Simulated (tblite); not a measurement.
# C4H11O3S2: the cost of one run

Programs: tblite 0.8.0 and PySCF 2.14.0. All values are calculated, for the isolated system unless a continuum is named. Atoms count from 0, parts from 1.

### 1 The system as given

20 atoms, charge -1, multiplicity 1; geometry: rigid parts in contact. Parts: 1 = atoms 0–13, `[CH2-]S(=O)(=O)CSC`, charge -1; 2 = atoms 14–19, `CO`, charge 0.

### 2 Docking the parts with GFN2-xTB

The job: settings as JSON, then the geometry in Å.

```
{"job": {"kind": "dock", "xc": "GFN2-xTB", "basis": "xTB"}, "charge": -1, "multiplicity": 1, "parts": [{"atoms": "0-13", "charge": -1, "multiplicity": 1}, {"atoms": "14-19", "charge": 0, "multiplicity": 1}]}
C     -1.922014     1.130491     0.001063
S     -1.247528    -0.319664     0.541000
O     -0.464019    -0.110035     1.764573
O     -2.252940    -1.374887     0.638548
C      0.019247    -1.195814    -0.612666
S      1.231412    -0.099260    -1.339720
C      1.956975     0.604586     0.172765
H     -1.107666     1.835178    -0.145399
H     -2.422557     0.912602    -0.938502
H      0.507209    -1.973310    -0.029476
H     -0.564971    -1.625177    -1.419864
H      2.835919     0.027153     0.451727
H      1.196450     0.555017     0.951294
H      2.234484     1.633119    -0.035343
C     -1.526987    -2.412207     3.525793
O     -1.673501    -1.330100     4.411935
H     -2.093762    -3.238620     3.950526
H     -0.478954    -2.714910     3.425096
H     -1.927922    -2.180361     2.533077
H     -1.185415    -0.574474     4.068776
```

Method: GFN2-xTB search for minima from random contacts, gas phase.

On the command line:

```
$ OMP_NUM_THREADS=1 python cluster_run.py task.json out
```

One launch serves the whole session: the jobs run in the order shown.

**Question.** How long does this first job take on 1 thread of Intel Xeon 6975P-C, shared host?

About 5.9 s.
